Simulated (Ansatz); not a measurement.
# ClHOZn: the cost of one run

Method: RKS PBE0-D4/def2-SVP, in Ansatz 0.2.0.

## (1) Starting point

Bond lengths: Zn1–Cl2 2.240 Å, Zn1–O3 1.790 Å, O3–H4 1.010 Å. Angles: Cl2–Zn1–O3 180.0°, Zn1–O3–H4 109.5°.

As a file:

```xyz
4

Zn    0.0000    0.0000    0.0000
Cl    0.0000    0.0000    2.2400
O     0.0000    0.0000   -1.7900
H     0.2547   -0.9174   -2.1271
```

## (2) Preparing the start

The input, input.yaml:

```yaml
crystal:
  periodic: [false, false, false]
  atoms:
    - { symbol: Zn, position_ang: [0.0, 0.0, 0.0] }
    - { symbol: Cl, position_ang: [0.0, 0.0, 2.24] }
    - { symbol: O, position_ang: [0.0, 0.0, -1.79] }
    - { symbol: H, position_ang: [0.2547, -0.9174, -2.1271] }
basis:
  gaussian: { orbitals: def2-SVP }
hamiltonian:
  xc: pbe0
  dispersion: d4
relax:
  f_tol: 0.02
  max_steps: 40
output:
  orbitals: {}
```

Started as:

```bash
ansatz run input.yaml --threads 1 --pin off --max-ram 2048MiB --backend cpu --events-out ev --progress --plain --runs-dir out
```

**Question.** How long does this run take on 1 thread of Arm Neoverse V2, shared host, and how much memory does it need?

About 15 s, with a peak of 0.14 GiB.
